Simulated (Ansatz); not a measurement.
## InSb3: phonons with PBEsol

Crystal: InSb3.

```
Sb In
1.0
     0.00000    3.79455    3.79455
     3.79455    0.00000    3.79455
     3.79455    3.79455    0.00000
Sb In
3 1
Direct
  0.50000 0.50000 0.50000
  0.75000 0.75000 0.75000
  0.25000 0.25000 0.25000
  0.00000 0.00000 0.00000
```

The cell comes from a database or a generator and needn't be the stable form of this composition.

* Program: Ansatz 0.2.0
* Task: phonons
* Functional: PBEsol
* Potentials or basis: Ansatz PAW
* Cutoff: 420 eV (not typed: the program's choice for these potentials)
* k mesh: 6 × 6 × 6
* Occupations: fermi-dirac, width 0.05 eV
* Spin: no spin polarisation

```
Band gap on the k mesh        : none (metal or under the smearing width)
Highest phonon frequency at Γ : 69 cm⁻¹
```

Levels at points of the mesh, in eV from the Fermi level:
| k point | band 26 | band 27 | band 28 | band 29 | band 30 | band 31 | band 32 | band 33 |
| --- | --- | --- | --- | --- | --- | --- | --- | --- |
| (0.00, 0.00, 0.00) | -2.57 | -2.50 | -2.48 | -2.48 | -2.48 | -0.81 | -0.81 | -0.81 |
| (0.00, 0.00, -0.50) | -3.52 | -2.71 | -2.71 | -0.36 | -0.22 | 1.82 | 1.82 | 2.93 |
| (0.00, -0.50, -0.50) | -5.17 | 0.21 | 0.81 | 0.81 | 1.11 | 1.62 | 1.69 | 1.69 |
| (-0.50, 0.00, -0.50) | -5.17 | 0.21 | 0.81 | 0.81 | 1.11 | 1.62 | 1.69 | 1.69 |

Phonon frequencies in cm⁻¹ (negative: imaginary):
```csv
q point,frequencies
"(0.000, 0.000, 0.000)",0 0 0 10 10 10 54 54 54 69 69 69
```

Wall time 17 s on 2 threads of Intel(R) Xeon(R) Platinum 8488C (Sapphire Rapids), with other jobs on the host, peak memory 0.83 GiB.

 The run has no spin-orbit coupling, so splittings on Sb are missing.
